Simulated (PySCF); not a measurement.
# HgB+: from the state search to spectroscopic constants

One table from this session's results is given with a row withheld; the runs are named, their logs left out.

Program: PySCF 2.14.0. Level of theory: Hg cc-pVDZ-PP with ECP60, B cc-pVDZ, scalar-relativistic core potentials. These are calculated values, not measurements.

The first run:

The job is set up so:

```yaml
atoms: Hg, B
charge: 1
basis: Hg cc-pVDZ-PP with ECP60, B cc-pVDZ
Hamiltonian: scalar-relativistic core potentials
basis_functions: 52
electrons_treated: 24
masses_in_u: 201.9706, 11.0093
levels: PBE0, PBE, r²SCAN, BLYP, B3LYP, LDA, HF, MP2, SCS-MP2, CCSD, CCSD(T)
grid: 80 radial by 434 angular points
occupations: held fixed by the projection of orbital angular momentum
dissociation_limit: Hg + B+, each in its ground configuration
starting_distance_in_angstrom: 2.290
values_of_2S_to_try: 0, 2
```

The run is started by

```
$ OMP_NUM_THREADS=1 python dia.py task.json out
```

Steps of the session up to this table: Input; PBE0 along the bond; Higher solutions at PBE0; PBE (GGA); r²SCAN; BLYP (GGA); B3LYP; LDA (local density); RHF (mean field); Adding correlation.

One of the session's tables, all rows but one given; the rest of the session is left out.

| level | Re (Å) | ωe (cm⁻¹) | De (eV) |
| --- | --- | --- | --- |
| RHF | 2.571 | 255.1 | 0.96 |
| RHF-MP2 | 2.349 | 288.7 | 1.11 |
| RHF-SCS-MP2 | 2.390 | 278.6 | 1.06 |
| RHF-CCSD | 2.419 | 281.8 | 1.03 |
| RHF-CCSD(T) | 2.386 | 294.1 | 1.13 |
| LDA | 2.253 | 349 | 1.98 |
| PBE | 2.342 | 311 | 1.80 |
| BLYP | 2.393 | 282.2 | 1.61 |
| r²SCAN | 2.333 | 318 | 1.74 |
| B3LYP | 2.405 | 287.0 | 1.51 |
| PBE0 | ? | ? | ? |

**Question.** Estimate the row for PBE0.

The run gave: Re (Å): 2.372; ωe (cm⁻¹): 309; De (eV): 1.63. In the column «Re (Å)» it lies between RHF-MP2 (2.349) and RHF-CCSD(T) (2.386).
